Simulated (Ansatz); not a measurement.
**doublet CHClFNSi+: levels of theory compared**

Aim: a comparison of 6 runs (UHF/3-21G, U-revPBE/6-31G*, U-wB97X/6-31G*, UB3LYP/6-31G*, UPBE-QIDH/6-31G*, UCCSD/6-31G*) of doublet CHClFNSi+. 

Program for the calculation: Ansatz 0.2.0.

153 further runs of the same task are left out: 153 set aside as unsound or not needed. Runs told in other sessions of the task aren't counted.

## (1) Starting point

CHClFNSi+: 6 atoms, total charge +1, spin state doublet. SMILES of the parent species: `FC1=N[SiH]1Cl`. Geometry: relaxed at PBE0-D4/def2-TZVP. That shape belongs to the parent species and isn't relaxed for this state.

Bond lengths: F1–C2 1.310 Å, C2–N3 1.270 Å, C2–Si4 1.756 Å, N3–Si4 1.774 Å, Si4–Cl5 2.023 Å, Si4–H6 1.469 Å. Angles: F1–C2–N3 128.1°, F1–C2–Si4 162.2°, N3–C2–Si4 69.7°, C2–N3–Si4 68.1°, C2–Si4–N3 42.2°, C2–Si4–Cl5 123.2°, N3–Si4–Cl5 119.8°, C2–Si4–H6 125.2°, N3–Si4–H6 120.9°, Cl5–Si4–H6 109.4°.

## (2) A single-point energy at UHF/3-21G (run 1)

run.yaml reads:

```yaml
crystal:
  periodic: [false, false, false]
  atoms:
    - {symbol: F, position_ang: [0.158300, -2.281300, -0.638700]}
    - {symbol: C, position_ang: [0.216600, -1.043700, -0.212100]}
    - {symbol: "N", position_ang: [1.240300, -0.391700, 0.161000]}
    - {symbol: Si, position_ang: [-0.233900, 0.593200, 0.234800]}
    - {symbol: Cl, position_ang: [-0.525700, 2.070200, -1.116500]}
    - {symbol: H, position_ang: [-0.813600, 0.989400, 1.525400]}
basis:
  gaussian: {orbitals: 3-21G.json}
total_charge: 1
magnetization: {spin_polarized: true, initial_magnetization: 1}
hamiltonian: {xc: hf}
accuracy: high
output: {orbitals: {seedname: orbitals}}
```

The basis set 3-21G is read from a file made from the Basis Set Exchange's data (not shown).

Launch:

```sh
ansatz run run.yaml --threads 1 --pin off --max-ram 3480MiB --events-out events.jsonl --progress --plain --runs-dir runs
```

Standard output:

```text
Warning: RAYON_NUM_THREADS=1 ignored (pool sized by the plan → 1); use --threads N
Functional definition: HF
  name "HF"
  exchange = exact_x
  correlation = 0
1257 factors; integrals over basis functions are off by at most 3.8e-9 eV
mean field evaluation 1: about -25453.9585 eV, gradient 2.8e1 eV
mean field evaluation 2: about -25453.9639 eV, gradient 2.8e1 eV
mean field evaluation 4: about -25458.0048 eV, gradient 3.2e0 eV
mean field evaluation 8: about -25458.3470 eV, gradient 5.6e-1 eV
mean field evaluation 16: about -25458.3838 eV, gradient 3.7e-3 eV
mean field evaluation 32: about -25453.9553 eV, gradient 2.8e1 eV
mean field -25458.38379165 eV, -935.5783480309 hartree, gradient 3.3e-8 eV, S^2 0.836877; 0 other end points of the search recorded, 0 dependent functions left out
reference -25458.38379165 eV, -935.5783480309 hartree; 27, 26 occupied and 28, 29 virtual orbitals, 1257 factors
Total energy: -25458.38379165 eV, -935.5783480309 hartree
```

Wall time 1.9 s (1 thread of Arm Neoverse V1, shared host); peak memory 0.17 GiB.

## (3) The energy at U-revPBE/6-31G(d) (spherical functions) (run 2)

Changes to run.yaml since step 2:

```diff
@@ -10,6 +10,10 @@
 basis:
-  gaussian: {orbitals: 3-21G.json}
+  gaussian:
+    orbitals: 6-31G_st_-spherical.json
 total_charge: 1
-magnetization: {spin_polarized: true, initial_magnetization: 1}
-hamiltonian: {xc: hf}
+magnetization:
+  spin_polarized: true
+  initial_magnetization: 1
+hamiltonian:
+  xc: {name: revPBE}
 accuracy: high
```

The basis set 6-31G* is read from a file made from the Basis Set Exchange's data (not shown).

Launch:

```sh
ansatz run run.yaml --threads 1 --pin off --max-ram 3480MiB --events-out events.jsonl --progress --plain --runs-dir runs
```

Standard output:

```text
Warning: RAYON_NUM_THREADS=1 ignored (pool sized by the plan → 1); use --threads N
Functional definition: revPBE
  name "revPBE"
  parameter kappa = 1.245
  parameter beta = 0.06672455060314922
  exchange = pbe_x(kappa = kappa, mu = beta*pi^2/3)
  correlation = pbe_c(beta = beta)
1729 factors; integrals over basis functions are off by at most 8.7e-9 eV
mean field evaluation 1: about -25627.3299 eV, gradient 5.3e1 eV
mean field evaluation 2: about -25481.9492 eV, gradient 1.4e2 eV
mean field evaluation 4: about -25640.7893 eV, gradient 2.4e1 eV
mean field evaluation 8: about -25643.7064 eV, gradient 7.7e-1 eV
mean field evaluation 16: about -25643.6973 eV, gradient 5.2e-4 eV
mean field evaluation 32: about -25641.9680 eV, gradient 4.5e0 eV
mean field -25643.69725981 eV, -942.3884923758 hartree, gradient 2.2e-8 eV, S^2 0.752330; 2 other end points of the search recorded, 0 dependent functions left out
reference -25643.69726330 eV, -942.3884925039 hartree; 27, 26 occupied and 53, 54 virtual orbitals, 1729 factors
Total energy: -25643.69726330 eV, -942.3884925039 hartree
```

Wall time 11 s (1 thread of Arm Neoverse V1, shared host); peak memory 0.25 GiB.

## (4) A single-point energy at U-wB97X/6-31G(d) (spherical functions) (run 3)

in.yaml reads:

```yaml
crystal:
  periodic: [false, false, false]
  atoms:
    - {symbol: F, position_ang: [0.158300, -2.281300, -0.638700]}
    - {symbol: C, position_ang: [0.216600, -1.043700, -0.212100]}
    - {symbol: N, position_ang: [1.240300, -0.391700, 0.161000]}
    - {symbol: Si, position_ang: [-0.233900, 0.593200, 0.234800]}
    - {symbol: Cl, position_ang: [-0.525700, 2.070200, -1.116500]}
    - {symbol: H, position_ang: [-0.813600, 0.989400, 1.525400]}
basis:
  gaussian: {orbitals: 6-31G_st_-spherical.json}
total_charge: 1
magnetization: {spin_polarized: true, initial_magnetization: 1}
hamiltonian: {xc: {name: wB97X}}
accuracy: high
output: {orbitals: {seedname: orbitals}}
```

The basis set 6-31G* is read from a file made from the Basis Set Exchange's data (not shown).

Launch:

```sh
ansatz run in.yaml --threads 1 --pin off --max-ram 3480MiB --events-out events.jsonl --progress --plain --runs-dir runs
```

Standard output, shortened:

```text
Warning: RAYON_NUM_THREADS=1 ignored (pool sized by the plan → 1); use --threads N
Functional definition: wB97X
  name "wB97X"
[...]
      + exact_x_lr(omega)
[...]
      + integral(e_c_pw_opposite_spin*poly(b97_u_opposite, 1, cos1, cos2, cos3, cos4))
1729 factors; integrals over basis functions are off by at most 8.7e-9 eV
340 factors; integrals over basis functions are off by at most 1.9e-9 eV
[...]
mean field -25647.21835204 eV, -942.5178901284 hartree, gradient 4.9e-8 eV, S^2 0.756356; 0 other end points of the search recorded, 0 dependent functions left out
reference -25647.21834960 eV, -942.5178900389 hartree; 27, 26 occupied and 53, 54 virtual orbitals, 1729 factors
Total energy: -25647.21834960 eV, -942.5178900389 hartree
```

It took 66 s on 1 thread of Arm Neoverse V1, shared host; peak memory 0.78 GiB.

Runs 4 to 5 aren't shown in full; the table further down has their settings and results.

## (5) The energy at UCCSD/6-31G(d) (spherical functions) (run 6)

input.yaml reads:

```yaml
crystal:
  periodic: [false, false, false]
  atoms:
    - {symbol: F, position_ang: [0.158300, -2.281300, -0.638700]}
    - {symbol: C, position_ang: [0.216600, -1.043700, -0.212100]}
    - {symbol: "N", position_ang: [1.240300, -0.391700, 0.161000]}
    - {symbol: Si, position_ang: [-0.233900, 0.593200, 0.234800]}
    - {symbol: Cl, position_ang: [-0.525700, 2.070200, -1.116500]}
    - {symbol: H, position_ang: [-0.813600, 0.989400, 1.525400]}
basis:
  gaussian: {orbitals: 6-31G_st_-spherical.json}
total_charge: 1
magnetization: {spin_polarized: true, initial_magnetization: 1}
correlation: {method: ccsd, frozen_orbitals: {C: 1, Cl: 5, F: 1, H: 0, "N": 1, Si: 5}}
accuracy: high
scf: {omitted_lower_state_checks: [cluster_reference, increment]}
```

The basis set 6-31G* is read from a file made from the Basis Set Exchange's data (not shown).

Launch:

```sh
ansatz run input.yaml --threads 1 --pin off --max-ram 3480MiB --events-out events.jsonl --progress --plain --runs-dir runs
```

Standard output:

```text
Warning: RAYON_NUM_THREADS=1 ignored (pool sized by the plan → 1); use --threads N
[... 13 lines left out ...]
13 core orbitals not correlated: weight in the atoms' cores, before any rotation towards them, 1.000 or more for the frozen orbitals, at most 0.000 for the correlated occupied ones
[... 36 lines left out ...]
Total energy: -25607.08833023 eV, -941.0431390280 hartree
Checks for a lower state left out: cluster_reference, increment
```

It took 47 s on 1 thread of Arm Neoverse V1, shared host; peak memory 0.66 GiB.

## (6) All runs side by side

| run | level | frozen core orbitals | energy (Eh) | HOMO energy (eV) | LUMO energy (eV) | ⟨S²⟩ | wall time |
| --- | --- | --- | --- | --- | --- | --- | --- |
| 1 | UHF/3-21G | – | -935.578348 | -18.68 | -7.45 | 0.837 | 1.9 s |
| 2 | U-revPBE/6-31G* (spherical functions) | – | -942.388493 | -13.88 | -12.86 | 0.752 | 11 s |
| 3 | U-wB97X/6-31G* (spherical functions) | – | -942.517890 | -17.67 | -9.99 | 0.756 | 66 s |
| 4 | UB3LYP/6-31G* (spherical functions) | – | -942.604945 | -15.05 | -12.35 | 0.755 | 16 s |
| 5 | UPBE-QIDH/6-31G* (spherical functions) | 13 | -941.821321 | -17.46 | -9.78 | 0.767 | 20 s |
| 6 | UCCSD/6-31G* (spherical functions) | 13 | -941.043139 | – | – | 0.798 | 47 s |

## (7) Summary of results

| quantity | value |
| --- | --- |
| run 6: total energy | -941.04314 Eh |
| run 6: correlation energy (13 core orbitals frozen) | -660.2 mEh |
| run 6: ⟨S²⟩ of the reference determinant | 0.798 |
| run 6: T1 diagnostic | 0.031 |

What this shows: Totals of different functionals can't be ranked against each other. All runs together took 2.7 min, the longest 66 s.
